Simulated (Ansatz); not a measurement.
# ClH₃S₂Si, SMILES S[SiH](S)Cl: a single point in a Gaussian basis

Computed with Ansatz's Python interface.

The cells in order, each with its output:

In [1]:
```python
from dataclasses import dataclass

import ansatz
import numpy as np
import pandas as pd
```

In [2]:
```python
@dataclass
class RunConfig:
    basis_set: str = "cc-pVDZ"
    functional: str = "r2scan"
    vdw: str = "d4"
```

In [3]:
```python
cfg = RunConfig()

GEOMETRY = """
S    -0.69910    1.25260   -1.41590
Si   -0.01230    0.07340    0.15380
S     1.87180   -0.70160   -0.38270
Cl   -1.22860   -1.46240    0.46510
H    -1.97710    1.44420   -0.94270
H     0.07970    0.87400    1.40910
H     2.02690   -1.54810    0.66770
"""
```

In [4]:
```python
molecule = ansatz.Crystal.molecule()
for line in GEOMETRY.strip().splitlines():
    symbol, *xyz = line.split()
    molecule = molecule.atom(symbol, [float(v) for v in xyz])

calculation = (
    molecule.calculation()
    .basis(gaussian=cfg.basis_set)
    .functional(cfg.functional, dispersion=cfg.vdw)
    .forces()
)
trace = []
outcome = calculation.session().plan().execute(on_event=trace.append)
report = outcome.report
```

In [5]:
```python
report["reference_energy_ev"]
```
Out [5]:
```text
-42119.81813216612
```

In [6]:
```python
for event in trace:
    if event["event"] == "mean_field_evaluation" and event["data"]["evaluation"] <= 25:
        print("pass {evaluation:3d}  E = {energy_ev:.6f} eV  gradient {gradient_ev:.1e}".format(**event["data"]))

for key in ("converged", "free_energy_ev", "reference_energy_ev", "n_frozen", "n_occupied", "n_virtual"):
    print(f"{key:22s} {report[key]}")
```
```text
pass   1  E = -42119.041207 eV  gradient 1.7e+01
pass   2  E = -42119.307025 eV  gradient 1.4e+01
pass   3  E = -42119.852760 eV  gradient 2.7e+00
pass   4  E = -42119.876323 eV  gradient 6.2e-01
pass   5  E = -42119.877506 eV  gradient 1.4e-01
pass   6  E = -42119.869968 eV  gradient 1.6e-01
pass   7  E = -42119.870045 eV  gradient 3.7e-02
pass   8  E = -42119.818117 eV  gradient 5.4e-02
pass   9  E = -42119.818123 eV  gradient 1.4e-02
pass  10  E = -42119.818124 eV  gradient 4.9e-03
pass  11  E = -42119.818124 eV  gradient 1.2e-03
pass  12  E = -42119.818124 eV  gradient 1.2e-03
pass  13  E = -42119.818124 eV  gradient 3.0e-04
pass  14  E = -42119.818124 eV  gradient 4.7e-05
pass  15  E = -42119.818124 eV  gradient 4.7e-05
converged              True
free_energy_ev         -42119.872825238934
reference_energy_ev    -42119.81813216612
n_frozen               0
n_occupied             [33, 33]
n_virtual              [54, 54]
```

In [7]:
```python
field = report["mean_field"]
print("<S^2> =", round(abs(field["state"]["spin_squared"]), 4), " all-electron relativity setting:", field["relativity"])
print("passes:", field["passes"])
if "symmetry" in field:
    print("occupied orbitals by irrep:", field["symmetry"]["occupied"])
```
```text
<S^2> = 0.0  all-electron relativity setting: none
passes: {'evaluations': 13, 'products': 12}
occupied orbitals by irrep: [{'A': 33}, {'A': 33}]
```

In [8]:
```python
symbols = [site.symbol for site in molecule.cartesian_sites]
forces = np.array(report["forces_ev_ang"])
print("largest force", round(float(np.linalg.norm(forces, axis=1).max()), 4), "eV/A, rms", round(float(np.sqrt((forces ** 2).mean())), 4))
```
```text
largest force 2.4432 eV/A, rms 0.7958
```

In [9]:
```python
charges = report["charge_distribution"]
table = pd.DataFrame({"atom": symbols, "mulliken": charges["mulliken_charges_e"], "lowdin": charges["lowdin_charges_e"]})
print(table.round(3).to_string())
print("dipole (e A):", np.round(charges["dipole_moment_e_ang"], 4) + 0.0)
```
```text
  atom  mulliken  lowdin
0    S    -0.210   0.183
1   Si     0.374  -0.500
2    S    -0.221   0.168
3   Cl    -0.177   0.206
4    H     0.133   0.012
5    H    -0.027  -0.069
6    H     0.128  -0.000
dipole (e A): [-0.1314  0.0346  0.266 ]
```

Caveats:
- The settings weren't tested for convergence.
- The geometry is a force-field or estimated start, not a minimum of this method, and the basis set is short of its limit.
- The Löwdin charges here are taken after orthogonalising the functions within each atom; they differ from plain Löwdin charges, and their signs can be unphysical.
- Total less reference energy is the dispersion correction.
- Early passes use coarser integrals and grids, so their energies can't be compared with the last.
- Timing: 6.6 s on 1 thread of Arm Neoverse V2, with other jobs on the host, peak memory 0.27 GiB.

(Lines on the test bed's own set-up are left out of the output.)
